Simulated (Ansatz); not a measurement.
# Iridium, A15 under PBEsol: structure and ground-state energy

The plan for iridium in the A15 structure: relax it, then solve it on a dense k-mesh. Spin polarisation is left out. The k-meshes are 5×5×5 for the relaxation; 7×7×7 for the dense run.

Computed with Ansatz 0.2.0 (DFT PBEsol, plane waves (420 eV) with PAW, scalar-relativistic; PBE-made PAW files, unless a step says otherwise).

### 1 The system as given

The structure is cubic, space group Pm-3n (No. 223). Conventional cell: a = 4.837 Å, b = 4.837 Å, c = 4.837 Å, α = 90.00°, β = 90.00°, γ = 90.00°. Ir (site symmetry m-3) has 12 Ir at 2.70 Å as nearest neighbours. Around Ir (site symmetry -4m2) lie 6 Ir at 2.42 to 2.70 Å.

As a file:

```cif
data_structure
_symmetry_space_group_name_H-M 'Pm-3n'
_symmetry_Int_Tables_number 223
_cell_length_a 4.8373
_cell_length_b 4.8373
_cell_length_c 4.8373
_cell_angle_alpha 90.000
_cell_angle_beta 90.000
_cell_angle_gamma 90.000
_cell_volume 113.19
loop_
_atom_site_label
_atom_site_type_symbol
_atom_site_symmetry_multiplicity
_atom_site_Wyckoff_symbol
_atom_site_fract_x
_atom_site_fract_y
_atom_site_fract_z
_atom_site_occupancy
Ir1 Ir 2 a 0.00000 0.00000 0.00000 1
Ir2 Ir 6 c 0.25000 0.00000 0.50000 1
```

### 2 Relaxing cell and atoms

The input, input.yaml:

```yaml
crystal:
  lattice:
    - [4.837340879, 0.0, 0.0]
    - [0.0, 4.837340879, 0.0]
    - [0.0, 0.0, 4.837340879]
  atoms:
    - { symbol: Ir, position: [0.0, 0.0, 0.0] }
    - { symbol: Ir, position: [0.5, 0.5, 0.5] }
    - { symbol: Ir, position: [0.25, 0.0, 0.5] }
    - { symbol: Ir, position: [0.75, 0.0, 0.5] }
    - { symbol: Ir, position: [0.5, 0.25, 0.0] }
    - { symbol: Ir, position: [0.5, 0.75, 0.0] }
    - { symbol: Ir, position: [0.0, 0.5, 0.25] }
    - { symbol: Ir, position: [0.0, 0.5, 0.75] }
hamiltonian:
  xc: pbesol
  pseudopotentials:
    kind: paw
    azcp:
      Ir: "pseudopotentials/Ir.paw.azcp"
basis:
  ecutwfc: 420
  fft_grid_basis: typed
kpoints:
  mp_grid: { grid: [5, 5, 5], shift: [0, 0, 0] }
magnetization:
  spin_polarized: false
scf:
  occupations: { method: fermi_dirac, width: 0.1 }
relax:
  max_steps: 60
  f_tol: 0.01
  cell: {}
```

Run with:

```
> ansatz run input.yaml --threads 4 --pin off --max-ram 8192MiB --backend cpu --events-out ev --progress --plain --runs-dir out
```

Further steps of the session: Dense single point.

What does the calculation give? Wanted: space group; conventional cell; volume; shortest distance; gap on the mesh; relative to fcc.

**Answer**, as computed:

| quantity | value |
| --- | --- |
| space group (spins left aside) | Pm-3n (No. 223) |
| conventional cell | a = 4.892 Å |
| volume | 14.631 Å³/atom |
| shortest distance | 2.446 Å |
| gap on the mesh | none (levels filled in part) |
| relative to fcc | +559 meV/atom |

**Reading.** From the guessed start the volume grew by 3.4 % in 5 steps. Against the usual form of iridium (fcc, computed apart with the same settings) it stands 559 meV/atom higher, so it is far from stable. No gap shows: it is a metal or semimetal at this level. The symmetry was held, so the structure may be unstable against distortions that break it.
